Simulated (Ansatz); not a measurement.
# BSiH3 (SMILES B[SiH]): UBLYP/STO-3G

Aim: the electronic atomisation energy of BSiH3 at UBLYP/STO-3G, from 4 runs. 

The calculation is run with Ansatz 0.2.0.

43 further runs of the same task are left out: 43 set aside as unsound or not needed.

### Step 1. The system as given

BSiH3: 5 atoms, total charge 0, spin state triplet. SMILES: `B[SiH]`. The shape is that of a GFN2-xTB optimisation.

Bond lengths: B1–Si2 1.878 Å, B1–H3 1.179 Å, B1–H4 1.176 Å, Si2–H5 1.476 Å. Angles: B1–Si2–H5 134.9°, Si2–B1–H3 120.6°, Si2–B1–H4 121.0°, H3–B1–H4 118.4°.

### Step 2. The energy at UBLYP/STO-3G

The input, job.yaml:

```yaml
crystal:
  periodic: [false, false, false]
  atoms:
    - {symbol: B, position_ang: [-0.206730, -0.708170, 0.126670]}
    - {symbol: Si, position_ang: [0.760780, 0.829450, -0.350440]}
    - {symbol: H, position_ang: [-1.303690, -0.620750, 0.549520]}
    - {symbol: H, position_ang: [0.263590, -1.779740, 0.010050]}
    - {symbol: H, position_ang: [0.486040, 2.279200, -0.335800]}
basis:
  gaussian:
    orbitals: STO-3G
accuracy: high
magnetization:
  spin_polarized: true
  initial_magnetization: 2
hamiltonian:
  xc: {name: BLYP}
```

The run is started by

```sh
$ ansatz run job.yaml --threads 1 --pin off --max-ram 2610MiB --events-out events.jsonl --progress --plain --runs-dir runs
```

What it wrote:

```text
Warning: RAYON_NUM_THREADS=1 ignored (pool sized by the plan → 1); use --threads N
Functional definition: BLYP
  name "BLYP"
  parameter beta = 0.0042
  parameter a = 0.04918
  parameter b = 0.132
  parameter c = 0.2533
  parameter d = 0.349
  exchange = b88_x(beta = beta)
  correlation = lyp_c(a = a, b = b, c = c, d = d)
287 factors; integrals over basis functions are off by at most 1.2e-8 eV
mean field evaluation 1: about -8495.6441 eV, gradient 1.3e1 eV
mean field evaluation 2: about -8493.0450 eV, gradient 2.0e1 eV
mean field evaluation 4: about -8497.2790 eV, gradient 1.0e0 eV
mean field evaluation 8: about -8497.2352 eV, gradient 5.8e-3 eV
mean field evaluation 16: about -8497.2352 eV, gradient 9.1e-8 eV
mean field -8497.23519313 eV, -312.2676337148 hartree, gradient 9.1e-8 eV, S^2 2.000820; 0 other end points of the search recorded, 0 dependent functions left out
reference -8497.23522938 eV, -312.2676350468 hartree; 12, 10 occupied and 5, 7 virtual orbitals, 287 factors
Total energy: -8497.23522938 eV, -312.2676350468 hartree
```

It took 1.4 s on 1 thread of Arm Neoverse V1, shared host; peak memory 0.12 GiB.

### Step 3. The B atom at the same level

The input, run.yaml:

```yaml
crystal:
  periodic: [false, false, false]
  atoms:
    - {symbol: B, position_ang: [0.000000, 0.000000, 0.000000]}
basis:
  gaussian:
    orbitals: STO-3G
total_charge: 0
magnetization:
  spin_polarized: true
  initial_magnetization: 1
hamiltonian:
  xc: {name: BLYP}
accuracy: high
```

Run the same way, it converges to -24.26591 Eh (log not shown).

### Step 4. The H atom

The input, molecule.yaml:

```yaml
crystal:
  periodic: [false, false, false]
  atoms:
    - symbol: H
      position_ang: [0.000000, 0.000000, 0.000000]
basis:
  gaussian:
    orbitals: STO-3G
magnetization:
  spin_polarized: true
  initial_magnetization: 1
accuracy: high
hamiltonian:
  xc: {name: BLYP}
```

Run the same way, it converges to -0.46274 Eh (log not shown).

### Step 5. The Si atom

The input, run.yaml:

```yaml
crystal:
  periodic: [false, false, false]
  atoms:
    - {symbol: Si, position_ang: [0.000000, 0.000000, 0.000000]}
basis:
  gaussian:
    orbitals: STO-3G
hamiltonian:
  xc: {name: BLYP}
magnetization:
  spin_polarized: true
  initial_magnetization: 2
accuracy: high
```

Run the same way, it converges to -285.90455 Eh (log not shown).

### Step 6. Summary of results

Level: UBLYP/STO-3G.

```
                     quantity          value
       molecule: total energy  -312.26764 Eh
               molecule: ⟨S²⟩          2.001
         B atom: total energy   -24.26591 Eh
                 B atom: ⟨S²⟩          0.750
         H atom: total energy    -0.46274 Eh
                 H atom: ⟨S²⟩          0.750
        Si atom: total energy  -285.90455 Eh
                Si atom: ⟨S²⟩          2.000
electronic atomisation energy      19.292 eV
```

Taking the molecule apart into free atoms costs 19.29 eV (1861 kJ/mol), before zero-point energy and without spin-orbit coupling. In a minimal basis such a difference can be off by several eV, whatever the method.
